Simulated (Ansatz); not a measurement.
# AsH+ (quartet): wave-function methods side by side at distance As1–H2 = 2.019 Å, cc-pVQZ

An exercise on one series of results from a longer session: the logs are not shown, and one member is left open.

Program: Ansatz 0.2.0, Gaussian basis. Level of theory: cc-pVQZ, core rule «outside noble gas», up to 14 orbitals frozen. These are calculated values, not measurements.

To be run: UHF; CCSD(T) on ROHF; CCSD(T) on UHF; BCCD(T) on ROHF; CCSDT(Q) on ROHF; CCSDT(Q) on UHF; CASSCF and MRCISD+Q, 5 electrons in 5 orbitals; CASSCF and NEVPT2, 5 electrons in 5 orbitals.

11 further runs of the same task are left out: 11 that didn't finish.

### What is computed

The geometry derives from a PBE0/def2-TZVP stationary point (not a proven minimum). One bond is set to the value named and the two fragments are kept rigid. No spin-orbit coupling is included. The filled d shell of As may be among the frozen orbitals whatever the setting's name suggests; the logs give the count.

2 atoms, charge 1, spin multiplicity 4.

Atoms are counted from 1 here; the program's logs count them from 0.

No contacts short enough for the rule that draws bonds.

Set-up of the first run:

in.yaml

```yaml
crystal:
  periodic: [false, false, false]
  atoms:
    - {symbol: As, position_ang: [0.000000, 0.000000, 0.000000]}
    - {symbol: H, position_ang: [0.000000, 0.000000, 2.019000]}
basis:
  gaussian: {orbitals: cc-pVQZ}
total_charge: 1
magnetization: {spin_polarized: true, initial_magnetization: 3}
hamiltonian: {xc: hf}
output: {orbitals: {seedname: orbitals}}
```

On the command line:

```bash
$ ansatz run in.yaml --threads 1 --pin off --events-out ev --progress --plain --max-ram 3968MiB --backend cpu
```

Steps of the session up to this table: UHF; CCSD(T) on ROHF; CCSD(T) on UHF; BCCD(T) on ROHF; CCSDT(Q) on ROHF; CCSDT(Q) on UHF; CASSCF and MRCISD+Q, 5 electrons in 5 orbitals; CASSCF and NEVPT2, 5 electrons in 5 orbitals.

One table of the session follows, with a row left open; its other results are not shown here.

```
          method  from UCCSDT(Q) (kcal/mol)
            ROHF                     +57.68
             UHF                     +54.89
            RMP2                     +12.65
            UMP2                     +12.48
           RCCSD                      +2.63
           UCCSD                      +2.23
        RCCSD(T)                      +0.80
        UCCSD(T)                      +0.44
         BCCD(T)                      +0.80
          RCCSDT                      +0.42
          UCCSDT                          ?
       RCCSDT(Q)                      +0.37
       UCCSDT(Q)                          0
  CASSCF valence                     +47.05
  NEVPT2 valence                      +9.64
  MRCISD valence                      +2.71
MRCISD+Q valence                      +0.76
```

Estimate the missing values for UCCSDT.

As computed: from UCCSDT(Q) (kcal/mol): +0.05. In the column «from UCCSDT(Q) (kcal/mol)» it lies between UCCSDT(Q) (0) and RCCSDT(Q) (+0.37).

Limits of these values: Restricted and unrestricted rows rest on different reference determinants; where their highest levels disagree by more than a few hundredths of an eV, they describe different states and don't form one ladder.
